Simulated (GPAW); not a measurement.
**NaCu in GPAW: the effect of functional**

The system is NaCu.

```xyz
2
Lattice="2.9422 0.0000 0.0000 0.0000 2.9422 0.0000 0.0000 0.0000 4.0409" Properties=species:S:1:pos:R:3 pbc="T T T"
Na    0.0000    0.0000    0.0000
Cu    1.4711    1.4711    2.0205
```

The cell was built by a generator and needn't be a form met in nature.

Alike in all runs:

| Property | Result |
| --- | --- |
| Program | GPAW 26.7.0 |
| Task | band structure |
| Cutoff | 800 eV |
| Basis | pw |
| k mesh | 9 × 9 × 7 |
| Occupations | fermi-dirac, width 0.05 eV |
| Spin | no spin polarisation |

```csv
functional,potentials or basis,pressure (GPa)
LDA,the program's PAW data sets (release 1.2.1) made for this functional,-2.0
PBEsol,PAW data sets generated in the run's folder for this functional,?
RPBE,the program's PAW data sets (release 1.2.1) made for this functional,5.2
revPBE,the program's PAW data sets (release 1.2.1) made for this functional,4.7
BLYP,PAW data sets generated in the run's folder for this functional,4.4
```

Task: What does the run with functional PBEsol give?

Result: Pressure 0.7 GPa.

Caveats: with this Cu data set, volumes or pressures lay over 1.5 % or 2 GPa off other programs in two to four cells of ten.

Runs at the PBE level aren't shown here.
